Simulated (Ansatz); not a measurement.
**CH₂GeN radical: up Jacob's ladder to CCSD(T)**

An exercise on one series of results from a longer session: the logs are not shown, and one member is left open.

Computed with Ansatz 0.2.0, Gaussian basis. Level: functionals in def2-TZVPP, the program's frozen cores in correlated methods.

Levels to be run: LDA (SPW92), PBE-D4, revPBE-D4, BLYP-D4, r2SCAN-D4, B97M-V, PBE0-D4, B3LYP-D4, r2SCANh-D4, r2SCAN0-D4, HSE06-D4, BHLYP-D4, CAM-B3LYP-D4, LC-ωPBE, ωB97X-V, ωB97M-V, B2PLYP, PBE-QIDH; CCSD(T)/def2-SVP; CCSD(T)/def2-TZVPP; MP2/def2-QZVPP; extrapolation to the limit; RPA on PBE.

## The geometry

An earlier PBE0-D4 in a triple-zeta def2 set relaxation fixed the geometry.

5 atoms, charge 0, spin multiplicity 2.

Atoms are counted from 1 here; the program's logs count them from 0.

Bond lengths: N1–C2 1.154 Å, C2–Ge3 1.912 Å, Ge3–H4 1.534 Å, Ge3–H5 1.534 Å. Angles: N1–C2–Ge3 175.5°, C2–Ge3–H4 108.2°, C2–Ge3–H5 108.2°, H4–Ge3–H5 114.7°.

Coordinates:

```xyz
5

N     1.5907   -1.0293    1.2932
C     0.8384   -0.5359    0.5704
Ge   -0.3159    0.2414   -0.7401
H    -1.6589   -0.4980   -0.6959
H    -0.4043    1.7484   -0.4689
```

The first run:

in.yaml

```yaml
crystal:
  periodic: [false, false, false]
  atoms:
    - {symbol: N, position_ang: [1.590708, -1.029346, 1.293199]}
    - {symbol: C, position_ang: [0.838421, -0.535941, 0.570354]}
    - {symbol: Ge, position_ang: [-0.315887, 0.241357, -0.740108]}
    - {symbol: H, position_ang: [-1.658949, -0.498021, -0.695906]}
    - {symbol: H, position_ang: [-0.404293, 1.748351, -0.468940]}
basis:
  gaussian: {orbitals: def2-TZVPP}
magnetization: {spin_polarized: true, initial_magnetization: 1}
hamiltonian: {xc: lda}
output: {orbitals: {seedname: orbitals}}
```

Among the steps run: LDA; PBE-D4 (GGA); revPBE-D4 (GGA); BLYP-D4 (GGA); r2SCAN-D4 (meta-GGA); B97M-V (meta-GGA); PBE0-D4 (hybrid); B3LYP-D4 (hybrid); r2SCANh-D4 (hybrid); r2SCAN0-D4 (hybrid); HSE06-D4 (hybrid); BHLYP-D4 (hybrid); CAM-B3LYP-D4 (range-separated); LC-ωPBE-D4 (range-separated; the results give it without D4); ωB97X-V (range-separated); ωB97M-V (range-separated); B2PLYP (double hybrid); PBE-QIDH (double hybrid).

One table of the session follows, with a row left open; its other results are not shown here.

It belongs to the step «Orbital energies across the functionals». 

```
  functional  HOMO (eV)  LUMO (eV)  gap (eV)
 LDA (SPW92)      -6.12      -5.13      0.99
      PBE-D4      -6.07      -4.72      1.35
   revPBE-D4          ?          ?         ?
     BLYP-D4      -5.86      -4.77      1.09
   r2SCAN-D4      -6.47      -4.34      2.13
      B97M-V      -6.22      -4.86      1.36
     PBE0-D4      -7.19      -3.77      3.41
    B3LYP-D4      -6.91      -4.20      2.71
  r2SCANh-D4      -6.87      -4.01      2.86
  r2SCAN0-D4      -7.48      -3.53      3.95
    HSE06-D4      -6.79      -4.15      2.64
    BHLYP-D4      -8.11      -2.96      5.14
CAM-B3LYP-D4      -8.39      -2.88      5.51
     LC-ωPBE      -9.81      -1.40      8.41
     ωB97X-V      -9.29      -1.86      7.42
     ωB97M-V      -9.15      -1.95      7.20
```

Q: Estimate the row for revPBE-D4 from the others.

As computed: HOMO (eV): -6.04; LUMO (eV): -4.56; gap (eV): 1.47. In the column «HOMO (eV)» it lies between PBE-D4 (-6.07) and BLYP-D4 (-5.86).
